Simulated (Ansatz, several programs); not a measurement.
Ga4Bi3P, ordered on the zincblende lattice (Pmm2) with 8 atoms a cell, relaxed with PBE in Ansatz (plane waves, PAW): space group Pmm2 (No. 25), orthorhombic; conventional cell a = 4.374 Å, b = 8.820 Å, c = 6.199 Å, 29.90 Å³ an atom. P has 4 Ga at 2.42–2.53 Å; Ga has 2 P at 2.53 Å and 2 Bi at 2.77 Å; Bi has 4 Ga at 2.74–2.77 Å; Ga has 1 P at 2.42 Å and 3 Bi at 2.76–2.83 Å; Bi has 4 Ga at 2.76–2.83 Å; Ga has 4 Bi at 2.74–2.76 Å. The cell was then scaled with its shape and fractional coordinates held, which makes it stiffer than a relaxed compression. Values at 0 K without nuclear motion; spin polarisation is off, and the phase may be a hypothetical one.

| V (Å³/atom) | E (meV/atom) |
| --- | --- |
| 28.102 | 16.05 |
| 28.999 | 3.80 |
| 29.895 | 0.00 |
| 31.689 | 12.62 |

**Question.** Pass a cubic E = c₀ + c₁u + c₂u² + c₃u³, with u = V − 29.671 Å³, through these points.

**Answer.** c₀ = 0.23, c₁ = -2.052, c₂ = 4.655, c₃ = -0.2954 (meV and Å³).

**Question.** Where is the minimum, and what bulk modulus follows?

**Answer.** dE/du = 0 at u = +0.225, so V₀ = 29.90 Å³. B = V₀ d²E/dV² = 29.90 × (2c₂ + 6c₃u) = 29.90 × 8.912 = 266 meV/Å³, and 1 meV/Å³ is 0.16022 GPa: 43 GPa. A third-order Birch-Murnaghan fit to all five points gives 29.90 Å³ and 42 GPa.

**Question.** Predict the energy and the pressure at the withheld volume, 30.792 Å³.

**Answer.** With u = +1.121: E ≈ 3.36 meV and P = −dE/dV ≈ -1.17 GPa. The run gives 3.32 meV and, from its stress, -1.16 GPa.
